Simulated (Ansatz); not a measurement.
**Sodium, simple cubic under BLYP: from relaxation to bulk modulus**

Aim: take sodium in the simple cubic structure, relax it, solve it on a dense k-mesh, then scale the cell to 7 volumes from 88 to 112 % of the relaxed one and try a fit of the equation of state. Spin polarisation is left out. The k-meshes are 9×9×9 for the relaxation; 15×15×15 for the dense run; 10×10×10 for the volumes.

This is Na in the simple cubic structure; at room conditions it is bcc.

Program: Ansatz 0.2.0. Level of theory: DFT BLYP, plane waves (420 eV) with PAW, scalar-relativistic; PBE-made PAW files. These are calculated values, not measurements.

**1. The system as given**

The structure is cubic, space group Pm-3m (No. 221). Conventional cell: a = 3.441 Å, b = 3.441 Å, c = 3.441 Å, α = 90.00°, β = 90.00°, γ = 90.00°. Na (site symmetry m-3m) is surrounded by 6 Na at 3.44 Å.

As a file:

```
Na
1.0
     3.44052    0.00000    0.00000
     0.00000    3.44052    0.00000
     0.00000    0.00000    3.44052
Na
1
Direct
  0.00000 0.00000 0.00000
```

**2. Geometry optimisation**

Input file input.yaml:

```yaml
crystal:
  lattice:
    - [3.440524329, 0.0, 0.0]
    - [0.0, 3.440524329, 0.0]
    - [0.0, 0.0, 3.440524329]
  atoms:
    - { symbol: Na, position: [0.0, 0.0, 0.0] }
hamiltonian:
  xc: blyp
  pseudopotentials:
    kind: paw
    azcp:
      Na: "pseudopotentials/Na.paw.azcp"
basis:
  ecutwfc: 420
  fft_grid_basis: typed
kpoints:
  mp_grid: { grid: [9, 9, 9], shift: [0, 0, 0] }
magnetization:
  spin_polarized: false
scf:
  occupations: { method: fermi_dirac, width: 0.1 }
relax:
  max_steps: 60
  f_tol: 0.01
  cell: {}
```

Further steps of the session: Dense single point; Equation of state: 88 %; Equation of state: 92 %; Equation of state: 96 %; Equation of state: 100 %; Equation of state: 104 %; Equation of state: 108 %; Equation of state: 112 %.

**Question.** What will these runs give? Wanted: space group; conventional cell; volume; shortest distance; gap on the mesh; relative to bcc; V₀, B₀, B₀′.

**Answer**, as computed:

| quantity | value |
| --- | --- |
| space group (spins left aside) | Pm-3m (No. 221) |
| conventional cell | a = 3.463 Å |
| volume | 41.529 Å³/atom |
| shortest distance | 3.463 Å |
| gap on the mesh | none (levels filled in part) |
| relative to bcc | +101 meV/atom |
| V₀, B₀, B₀′ | 41.361 Å³/atom, 4.9 GPa, 3.9 |

**Reading.** The relaxation enlarged the cell by 2.0 % in volume. Against the reference form of sodium (bcc, computed apart with the same settings) it stands 101 meV/atom higher. Levels at the Fermi energy are filled in part, as in a metal. B₀ comes out at 4.9 GPa, a soft solid. Relaxation kept the symmetry; phonons were not checked.
